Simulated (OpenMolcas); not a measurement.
**Hf²⁺ among point charges: CASSCF levels and susceptibility**

Aim: the splitting of the states of Hf²⁺ in the field of 6 point charges, its lowest levels with spin-orbit coupling and its magnetic susceptibility.

The numbers are computed with OpenMolcas 26.06 (state-averaged CASSCF, spin-orbit coupling by RASSI with atomic mean-field integrals), except any that are marked as measured or tabulated.

1 further run of the same task is left out (it didn't finish).

## (1) The atom as given

| Property | Result |
| --- | --- |
| Species | Hf²⁺ (hafnium, Z = 72, 70 electrons) |
| Basis | ANO-RCC-VDZP [7s6p4d2f1g], 68 functions |
| Scalar Hamiltonian | DKH2, point nucleus |
| Inactive shells | 1s 2s 2p 3s 3p 3d 4s 4p 4d 4f 5s 5p |
| Active space | 2 electrons in 5 orbitals (5d) |
| Some configurations of this space | 5d2 |
| Orbitals | optimised for each spin and parity, averaged over all roots |

Outer shells as boxes (Hund's rule):

5d2
```
5d [↑ ][↑ ][  ][  ][  ]
```

The ion sits among 6 point charges of -1.7 e arranged as a tetragonal octahedron (D4h), 2.01 Å from the ion, with the axial distance 2.392 Å. The active orbitals were held to one l.

Each step is its own input file, run in one work folder so that later steps find the files of earlier ones. Labels, J, g values, rates, χT and fits are worked out afterwards by a script from the matrices that RASSI stores. The input lists half of the charges; inversion (Group=XYZ) makes the rest.

## (2) One- and two-electron integrals

The input, a.inp:

```
&GATEWAY
Coord
1

Hf 0.0 0.0 0.0
Basis=ANO-RCC-VDZP
Group=XYZ
NoMove
AngMom=0.0 0.0 0.0
AMFI
XField
3 Angstrom 0
2.010000 0.000000 0.000000 -1.700000
0.000000 2.010000 0.000000 -1.700000
0.000000 0.000000 2.391900 -1.700000
&SEWARD
```

Command:

```
OMP_NUM_THREADS=1 MOLCAS_MEM=1689 MOLCAS_PROJECT=a pymolcas a.inp > a.log
```

The log of the run:

```text
Basis set label: HF.ANO-RCC...7S6P4D2F1G.

      Electronic valence basis set:
      ------------------
      Associated Effective Charge  72.000000 au
      Associated Actual Charge     72.000000 au
      Nuclear Model: Point charge

      Shell  nPrim  nBasis  Cartesian Spherical Contaminant
         s      24       7        X
         p      21       6        X
         d      15       4                 X
         f      11       2                 X
         g       4       1                 X
                  Relativistic Douglas-Kroll-Hess integrals:
                    - DKH order of Hamiltonian: 2
                    - DKH order of Properties : 0
                  Atomic mean-field integrals
```

## (3) CASSCF: triplets of even parity, 10 roots

The input, a.inp:

```
&RASSCF
FileOrb=start.orb
Symmetry=1
Spin=3
nActEl=2 0 0
Inactive=15 19
Ras2=5 0
CIRoot=10 10 1
SDav=10
CIMx=300
Iter=120 100
PrWF=0.3
OrbListing=Nothing
MaxOrb=0
SupSym
1
20 4 5 6 7 8 10 11 12 13 14 16 17 18 19 20 23 24 25 26 27
0
>>> COPY $Project.JobIph JOB001
```

start.orb holds the contracted functions of the basis, ordered by shell, or the orbitals of the step before.

The log of the run, shortened:

```text
[...]
      Number of active orbitals                  5
[...]
      Spin quantum number                      1.0
[...]
      Active orbitals                            5   0
[...]
      Number of CSFs                            10
      Number of root(s) required                10
[...]
      Convergence after  8 iterations
[...]
      Natural orbitals and occupation numbers for root  1
      sym 1:   0.003669   0.996331  -0.000000   0.996331   0.003669
      Natural orbitals and occupation numbers for root  2
      sym 1:   0.982931   0.017069   0.017069   0.982931  -0.000000
      Natural orbitals and occupation numbers for root  3
      sym 1:   0.000000   0.982931   0.982931   0.017069   0.017069
::    RASSCF root number  1 Total energy: -15068.58155596
::    RASSCF root number  2 Total energy: -15068.55396257
::    RASSCF root number  3 Total energy: -15068.55396257
[...]
::    RASSCF root number  7 Total energy: -15068.40047379
::    RASSCF root number  8 Total energy: -15068.40047379
::    RASSCF root number  9 Total energy: -15068.35235079
::    RASSCF root number 10 Total energy: -15068.30079850
```

## (4) CASSCF: singlets of even parity, 15 roots

The input, a.inp:

```
&RASSCF
FileOrb=start.orb
Symmetry=1
Spin=1
nActEl=2 0 0
Inactive=15 19
Ras2=5 0
CIRoot=15 15 1
SDav=15
CIMx=300
Iter=120 100
PrWF=0.3
OrbListing=Nothing
MaxOrb=0
SupSym
1
20 4 5 6 7 8 10 11 12 13 14 16 17 18 19 20 23 24 25 26 27
0
>>> COPY $Project.JobIph JOB002
```

Command:

```
OMP_NUM_THREADS=1 MOLCAS_MEM=1689 MOLCAS_PROJECT=a pymolcas a.inp > a.log
```

The log of the run, shortened:

```text
[...]
      Number of active orbitals                  5
[...]
      Spin quantum number                      0.0
[...]
      Active orbitals                            5   0
[...]
      Number of CSFs                            15
      Number of root(s) required                15
[...]
      Convergence after  8 iterations
[...]
      Natural orbitals and occupation numbers for root  1
      sym 1:  -0.000000   0.996362   0.003638   0.996362   0.003638
      Natural orbitals and occupation numbers for root  2
      sym 1:  -0.000000   0.999209   0.000791   0.999209   0.000791
      Natural orbitals and occupation numbers for root  3
      sym 1:   0.002249   0.860136   0.004407   0.860136   0.273071
::    RASSCF root number  1 Total energy: -15068.55005132
::    RASSCF root number  2 Total energy: -15068.54980060
::    RASSCF root number  3 Total energy: -15068.52909932
[...]
::    RASSCF root number 12 Total energy: -15068.33467320
::    RASSCF root number 13 Total energy: -15068.31445314
::    RASSCF root number 14 Total energy: -15068.25907476
::    RASSCF root number 15 Total energy: -15068.15672554
```

## (5) State interaction with spin-orbit coupling

The input, a.inp:

```
&RASSI
NrOfJobIphs=2 10 15
1 2 3 4 5 6 7 8 9 10
1 2 3 4 5 6 7 8 9 10 11 12 13 14 15
IphNames
JOB001
JOB002
EJob
SpinOrbit
DIPRint=1.0
SOCoupling=1000.0
Subsets=2
Property=9
'ANGMOM' 1 'ANGMOM' 2 'ANGMOM' 3 'MLTPL  1' 1 'MLTPL  1' 2 'MLTPL  1' 3
'AMFI' 1 'AMFI' 2 'AMFI' 3
SOProperty=3
'ANGMOM' 1 'ANGMOM' 2 'ANGMOM' 3
```

Command:

```
OMP_NUM_THREADS=1 MOLCAS_MEM=1689 MOLCAS_PROJECT=a pymolcas a.inp > a.log
```

The log of the run:

```text
SPIN-FREE ENERGIES:
  (Shifted by EMIN (a.u.) =     -15068.5815559561)

 SF State       Relative EMIN(au)   Rel lowest level(eV)    D:o, cm**(-1)      L_eff

     1             0.0000000000        0.0000000000              0.0000         2.7
     2             0.0275933819        0.7508541728           6056.0473         2.8
     3             0.0275933819        0.7508541728           6056.0473         2.8
    11             0.0315046338        0.8572847598           6914.4679         3.1
    12             0.0317553570        0.8641072835           6969.4953         3.2
    13             0.0524566372        1.4274178159          11512.9011         3.1
    14             0.0600011619        1.6327147927          13168.7329         3.1
    15             0.0600011619        1.6327147927          13168.7329         3.1
    16             0.1098592340        2.9894220499          24111.3149         2.9
     4             0.1173608213        3.1935506396          25757.7230         2.2
     5             0.1173608213        3.1935506396          25757.7230         2.2
     6             0.1257255209        3.4211657108          27593.5624         3.0
    17             0.1417632332        3.8575740944          31113.4333         3.7
    18             0.1417632332        3.8575740944          31113.4333         3.7
    19             0.1636650456        4.4535527700          35920.3255         3.1
     7             0.1810821651        4.9274967365          39742.9414         2.3
     8             0.1810821651        4.9274967365          39742.9414         2.3
    20             0.2114245955        5.7531563292          46402.3352         3.3
    21             0.2114245955        5.7531563292          46402.3352         3.3
     9             0.2292051635        6.2369902340          50304.7188         1.4
    22             0.2468827597        6.7180221317          54184.5027         3.9
    23             0.2671028142        7.2682378445          58622.2917         2.8
    10             0.2807574535        7.6397995082          61619.1386         2.9
    24             0.3224812005        8.7751605045          70776.4426         3.0
    25             0.4248304133       11.5602244648          93239.4983         2.8
     Dipole printing threshold changed to   1.00000000E+00
Eigenvalues of complex Hamiltonian:
   -----------------------------------
  (Shifted by EMIN (a.u.) =     -15068.5815559561)

 SO State       Relative EMIN(au)   Rel lowest level(eV)    D:o, cm**(-1)     J-value

     1            -0.0015301914        0.0000000000              0.0000         2.8
     2            -0.0009250947        0.0164655201            132.8034         2.7
     3            -0.0009250947        0.0164655201            132.8034         2.7
     4             0.0221807092        0.6452064735           5203.9412         2.1
     5             0.0232515652        0.6743459507           5438.9669         2.0
     6             0.0272413282        0.7829129313           6314.6186         2.3
     7             0.0272413282        0.7829129313           6314.6186         2.3
     8             0.0298010392        0.8525662152           6876.4103         2.2
     9             0.0300360629        0.8589615376           6927.9920         2.3
    10             0.0318411951        0.9080816856           7324.1727         2.5
    11             0.0331542952        0.9438129617           7612.3649         2.5
    12             0.0521601951        1.4609898444          11783.6778         2.9
    13             0.0594698683        1.6598961854          13387.9656         2.4
    14             0.0594698683        1.6598961855          13387.9656         2.4
    15             0.1092942808        3.0156875164          24323.1602         1.6
    16             0.1157257259        3.1906960539          25734.6992         2.0
    17             0.1163206914        3.2068858910          25865.2791         2.2
    18             0.1170706181        3.2272924351          26029.8689         2.2
    19             0.1170706181        3.2272924351          26029.8689         2.2
    20             0.1185675023        3.2680247304          26358.3971         1.9
    21             0.1193337399        3.2888751158          26526.5668         2.1
    22             0.1260875264        3.4726550108          28008.8516         2.7
    23             0.1260875264        3.4726550106          28008.8516         2.7
    24             0.1268711748        3.4939791696          28180.8425         3.0
    25             0.1423636200        3.9155500799          31581.0412         3.6
    26             0.1423636200        3.9155500798          31581.0412         3.6
    27             0.1638117350        4.4991830208          36288.3583         2.5
    28             0.1798573148        4.9358054895          39809.9560         1.6
    29             0.1799070942        4.9371600572          39820.8814         1.7
    30             0.1809705378        4.9660978317          40054.2803         1.9
    31             0.1809705378        4.9660978317          40054.2803         1.9
    32             0.1824762054        5.0070691348          40384.7361         1.7
    33             0.1824836940        5.0072729087          40386.3797         1.7
    34             0.2111739999        5.7879759039          46683.1740         2.6
    35             0.2111739999        5.7879759039          46683.1740         2.6
    36             0.2296676586        6.2912139934          50742.0629         2.0
    37             0.2297394804        6.2931683658          50757.8260         1.7
    38             0.2297394804        6.2931683658          50757.8260         1.7
    39             0.2471120811        6.7659009132          54570.6711         1.5
    40             0.2678324620        7.3297312005          59118.2690         2.7
    41             0.2816720277        7.7063249681          62155.7026         2.8
Weights of the five most important spin-orbit-free states for each spin-orbit state.

 SO State  Total energy (au)           Spin-free states, spin, and weights
 -------------------------------------------------------------------------------------------------------
    1        -0.001530       1 1.0  0.9698    2 1.0  0.0090    3 1.0  0.0090   13 0.0  0.0067    5 1.0  0.0025
    2        -0.000925       1 1.0  0.9823    3 1.0  0.0097    2 1.0  0.0022   14 0.0  0.0021    4 1.0  0.0017
    3        -0.000925       1 1.0  0.9823    2 1.0  0.0097    3 1.0  0.0022   15 0.0  0.0021    5 1.0  0.0017
    4         0.022181       3 1.0  0.4059    2 1.0  0.4059   12 0.0  0.1810    6 1.0  0.0046    8 1.0  0.0013
    5         0.023252       2 1.0  0.4281    3 1.0  0.4281   11 0.0  0.1373   19 0.0  0.0019    4 1.0  0.0014
    6         0.027241       3 1.0  0.9786    1 1.0  0.0126   14 0.0  0.0035    6 1.0  0.0033   21 0.0  0.0009
    7         0.027241       2 1.0  0.9786    1 1.0  0.0126   15 0.0  0.0035    6 1.0  0.0033   20 0.0  0.0009
    8         0.029801       3 1.0  0.4988    2 1.0  0.4988    8 1.0  0.0008    7 1.0  0.0008   22 0.0  0.0004
    9         0.030036       2 1.0  0.4872    3 1.0  0.4872    1 1.0  0.0175   16 0.0  0.0042   13 0.0  0.0018
   10         0.031841      11 0.0  0.8533    2 1.0  0.0699    3 1.0  0.0699    4 1.0  0.0033    5 1.0  0.0033
   11         0.033154      12 0.0  0.8133    3 1.0  0.0903    2 1.0  0.0903    5 1.0  0.0024    4 1.0  0.0024
   12         0.052160      13 0.0  0.9828    1 1.0  0.0084    5 1.0  0.0029    4 1.0  0.0029    8 1.0  0.0008
```

These steps took 3.6 s in all on 1 thread of AMD EPYC 9R45 (Zen 5), shared host.

Spin-free states, with their symmetry labels:

```
state  degeneracy  E (cm-1)  free-ion L (%)
  3A2           1         0          F (85)
   3E           2      6056          F (89)
  1B2           1      6914          G (51)
  1B1           1      6969          G (55)
  1A1           1     11513          G (55)
   1E           2     13169          G (51)
  1A1           1     24111          G (53)
   3E           2     25758          F (50)
  3B2           1     27594         F (100)
   1E           2     31113          G (86)
  1B2           1     35920          D (51)
   3E           2     39743          F (61)
   1E           2     46402          G (63)
  3A2           1     50305          P (85)
  1A2           1     54185         G (100)
  1A1           1     58622          G (45)
  3B1           1     61619         F (100)
  1B1           1     70776          D (55)
  1A1           1     93239          G (47)
```

With spin-orbit coupling:

```
E (cm-1)  Degeneracy  Label  2S+1               g
     0.0           1     A1     3                
   132.8           2      E     3  0.00 0.00 3.94
    5204           1     B1     3                
    5439           1     B2     3                
    6315           2      E     3  0.00 0.00 2.12
    6876           1     A2     3                
    6928           1     A1     3                
    7324           1     B2     1                
    7612           1     B1     1                
   11784           1     A1     1                
   13388           2      E     1  0.00 0.00 1.68
   24323           1     A1     1                
   25735           1     A2     3                
   25865           1     A1     3                
   26030           2      E     3  0.00 0.00 1.46
   26358           1     B1     3                
   26527           1     B2     3                
   28009           2      E     3  0.00 0.00 3.43
   28181           1     B1     3                
   31581           2      E     1  0.00 0.00 1.83
   36288           1     B2     1                
   39810           1     B2     3                
   39821           1     B1     3                
   40054           2      E     3  0.00 0.00 1.41
```

Principal g values are given for doublets only; a zero marks a field direction without first-order Zeeman splitting.

Powder χT (cm³ K/mol): 0.01 at 2 K, 0.03 at 5 K, 0.06 at 10 K, 0.13 at 20 K, 0.32 at 50 K, 0.53 at 100 K, 0.63 at 150 K, 0.67 at 200 K, 0.70 at 250 K, 0.72 at 300 K.

Orbitals of the lowest block (energies include the constant potential of the surroundings):

```
shell     space  energy (hartree)  mean occupation  ⟨r²⟩ (bohr²)
   1s  inactive        -2407.7069            2.000      0.000463
   2s  inactive         -415.4523            2.000       0.00755
   2p  inactive         -365.8053            6.000       0.00621
   3s  inactive          -95.3756            2.000        0.0495
   3p  inactive          -80.1685            6.000        0.0500
   3d  inactive          -61.5015           10.000        0.0419
   4s  inactive          -18.8030            2.000         0.248
   4p  inactive          -13.6946            6.000         0.281
   4d  inactive           -6.8403           10.000         0.334
   4f  inactive            0.7696           14.000         0.554
   5s  inactive           -1.0205            2.000          1.50
   5p  inactive            0.3174            6.000          2.04
   5d      RAS2                              2.000          7.38
```

## (6) What came out

| quantity | value |
| --- | --- |
| method | CASSCF |
| spin-free ground state | 3A2, 1-fold in its orbital part |
| first state of the same spin within the active space | 3E at 6060 cm⁻¹ |
| lowest level | 1-fold A1 |
| next level | 132.8 cm⁻¹ |
| χT at 300 K | 0.72 cm³ K/mol |
| effective moment at 300 K | 2.39 μB |

What this shows: The spin-free ground state (3A2) comes to 85 % from free-ion F terms and keeps the highest spin of the shell. χT at 300 K is 0.72, against 1.00 cm³ K/mol for the spin alone, so spin-orbit coupling lowers it. The field of point charges can differ much from that of real complexes. Point charges carry no covalency, so the field is a model and not that of real ligands.
